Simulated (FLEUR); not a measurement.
## LaBi: equation of state with Wu-Cohen GGA

**Experimental background.**

From “Tuning the electronic and the crystalline structure of LaBi by pressure”, 2016, arxiv:1607.03560, for a powder of LaBi: bulk modulus 52 ± 1 GPa.

LaBi:

```xyz
2
Lattice="0.0000 3.2825 3.2825 3.2825 0.0000 3.2825 3.2825 3.2825 0.0000" Properties=species:S:1:pos:R:3 pbc="T T T"
Bi    3.2825    3.2825    3.2825
La    0.0000    0.0000    0.0000
```

| Property | Result |
| --- | --- |
| Program | FLEUR MaX-R8.1 (later development tree) |
| Task | equation of state |
| Functional | Wu-Cohen GGA |
| Potentials or basis | all-electron |
| Basis | FLAPW |
| Kmax | 4.1 1/bohr |
| k mesh | 7 × 7 × 7 |
| Occupations | fermi-dirac, width 0.05 eV |
| Spin | no spin polarisation |
| Gmax | 12.7 1/bohr |
| Muffin-tin radii | Bi 2.66, La 2.66 bohr |
| lmax | Bi 11, La 11 |
| Local orbitals a species | Bi 5, La 5 |

| Quantity | Value |
| --- | --- |
| Equilibrium volume | 35.38 Å³/atom |
| Bulk modulus | 53 GPa |
| Pressure derivative of the bulk modulus | 4.4 (rough: it moves with the points fitted) |

Energy against volume, from the lowest point:
| volume (Å³/atom) | energy (meV/atom) |
| --- | --- |
| 33.246 | 23.78 |
| 33.954 | 10.21 |
| 35.368 | 0.00 |
| 36.783 | 8.66 |
| 37.490 | 18.91 |

Against the measured bulk modulus of LaBi, 52 GPa (powder; “Tuning the electronic and the crystalline structure of LaBi by pressure”, 2016, arxiv:1607.03560), the calculated 53 GPa is off by +2.3 %. The fit is for a static lattice scaled at fixed shape and fixed fractional positions.
